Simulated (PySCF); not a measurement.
# DyH4N2 (Dy(NH2)2): the cost of one run

The runs use PySCF 2.14.0; PBE0, Dy lcecp-0-SVP with ECP56, N def2-SVP, H def2-SVP; scalar-relativistic core potentials, no spin–orbit coupling.

1 further run of the same task is left out (for a known fault of the program).

## 1. The system as given

7 atoms, charge 0, spin multiplicity 1.

Bond lengths: Dy1–N2 2.401 Å, Dy1–N5 2.401 Å, N2–H3 1.018 Å, N2–H4 1.018 Å, N5–H6 1.018 Å, N5–H7 1.018 Å. Angles: N2–Dy1–N5 131.8°, Dy1–N2–H3 125.4°, Dy1–N2–H4 125.4°, H3–N2–H4 109.2°, Dy1–N5–H6 125.4°, Dy1–N5–H7 125.4°, H6–N5–H7 109.2°.

Geometry (Å):

```xyz
7

Dy    0.0000    0.0000    0.0000
N     2.1913    0.0000    0.9807
H     2.7298   -0.8300    1.2217
H     2.7298    0.8300    1.2217
N    -2.1913    0.0000    0.9807
H    -2.7298    0.8300    1.2217
H    -2.7298   -0.8300    1.2217
```

Formal oxidation states: Dy +2. Each metal's 10 4f electrons lie in its core potential, so multiplicities, spins and levels count the valence alone.

## 2. SCF at the start, singlet

File run.py (the lines that set the calculation):

```python
mol = gto.M(atom='''
Dy     0.00000     0.00000     0.00000
N      2.19130     0.00000     0.98070
H      2.72980    -0.83000     1.22170
H      2.72980     0.83000     1.22170
N     -2.19130     0.00000     0.98070
H     -2.72980     0.83000     1.22170
H     -2.72980    -0.83000     1.22170''',
    basis={'Dy': 'lcecp-0-SVP', 'N': 'def2-SVP', 'H': 'def2-SVP'},
    ecp={'Dy': 'lcecp-0-SVP'},
    charge=0, spin=0)
mf = dft.RKS(mol, xc='PBE0')
mf.grids.atom_grid = (50, 194)  # f atoms: unpruned, at least (60, 302)
mf = mf.density_fit()  # fitting sets: Dy AutoAux, N def2-universal-JKFIT, H def2-universal-JKFIT
mf.conv_tol = 1e-08; mf.max_cycle = 55
mf.kernel(dm0)  # dm0: free metal ions and neutral atoms
```

Command:

```sh
$ OMP_NUM_THREADS=2 python run.py
```

What time and memory should one allow on 2 threads of Arm Neoverse V1, shared host?

About 2.3 s, with a peak of 0.48 GiB.
